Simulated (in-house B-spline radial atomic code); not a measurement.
**V⁸⁺: ionisation energy by several methods**

Wanted: one ionisation energy, V⁸⁺ to configuration [Ne] 3s2 3p2, up the ladder of functionals.

The numbers are computed with in-house B-spline radial atomic code version 1 (Dirac-Coulomb, several functionals; spherical all-electron atom at the radial basis limit), except any that are marked as measured or tabulated.

**1. The system**

| Quantity | Value |
| --- | --- |
| element | vanadium (Z = 23) |
| charge | +8 |
| electrons | 15 |
| configuration | [Ne] 3s2 3p3 |
| nucleus | Fermi, rms radius 3.600 fm |

The outer shells:

[Ne] 3s2 3p3
```
[Ne] core
3s [↑↓]
3p [↑ ][↑ ][↑ ]
```

The boxes only draw the filling; these runs are spin-restricted and spherical.

**2. BLYP, a GGA**

Settings of the run:

```ini
Z = 23
electrons = 15.0
configuration = [Ne] 3s2 3p3
hamiltonian = dirac
method = b88,lyp
spin_polarised = False
nucleus = fermi
rms_radius = 3.6002
mass_number = 51
atomic_mass = 50.943957664
speed_of_light = 137.035999084
```

**3. PBEsol, a GGA**

Changes to the settings of step 2:

```diff
@@ -4,3 +4,3 @@
 hamiltonian = dirac
-method = b88,lyp
+method = pbesol
 spin_polarised = False
```

**4. PW91, a GGA**

Changes to the settings of step 3:

```diff
@@ -4,3 +4,3 @@
 hamiltonian = dirac
-method = pbesol
+method = pw91,pw91
 spin_polarised = False
```

**5. OLYP, a GGA**

Changes to the settings of step 4:

```diff
@@ -4,3 +4,3 @@
 hamiltonian = dirac
-method = pw91,pw91
+method = optx,lyp
 spin_polarised = False
```

**6. AM05, a GGA**

Changes to the settings of step 5:

```diff
@@ -4,3 +4,3 @@
 hamiltonian = dirac
-method = optx,lyp
+method = am05
 spin_polarised = False
```

**7. relativistic LDA**

Changes to the settings of step 6:

```diff
@@ -4,3 +4,3 @@
 hamiltonian = dirac
-method = am05
+method = lda_x_rel,vwn
 spin_polarised = False
```

**Question.** The tabulated ionisation energy is 206 ± 0.4 eV (semi-empirical; NIST Atomic Spectra Database). What does each method give, and which comes nearest?

As calculated:

| method | rung | total energy (hartree) | ΔSCF (eV) | −ε highest (eV) | ΔSCF less tabulated (eV) |
| --- | --- | --- | --- | --- | --- |
| relativistic LDA | LDA | -923.5919 | 201.86 | 188.70 (3p3/2) | -4.14 |
| BLYP | GGA | -926.5366 | 201.75 | 188.60 (3p3/2) | -4.25 |
| PBEsol | GGA | -925.2416 | 201.71 | 188.58 (3p3/2) | -4.29 |
| PW91 | GGA | -926.4891 | 201.99 | 188.85 (3p3/2) | -4.01 |
| OLYP | GGA | -926.5790 | 202.17 | 189.09 (3p3/2) | -3.83 |
| AM05 | GGA | -924.4732 | 201.70 | 188.57 (3p3/2) | -4.30 |

Against the tabulated ionisation energy, 206 ± 0.4 eV (semi-empirical; NIST Atomic Spectra Database), the best here is OLYP (-3.83 eV) and the worst AM05 (-4.30 eV, or 2.1 %). All methods miss on the same side by much the same amount, which points to something that they share. Open shells are averaged (over orientations, and over spins where the run is restricted), while tables refer to the lowest levels. For the semilocal functionals minus the highest level recovers only 93 to 94 % of their own ΔSCF value, a mark of self-interaction.
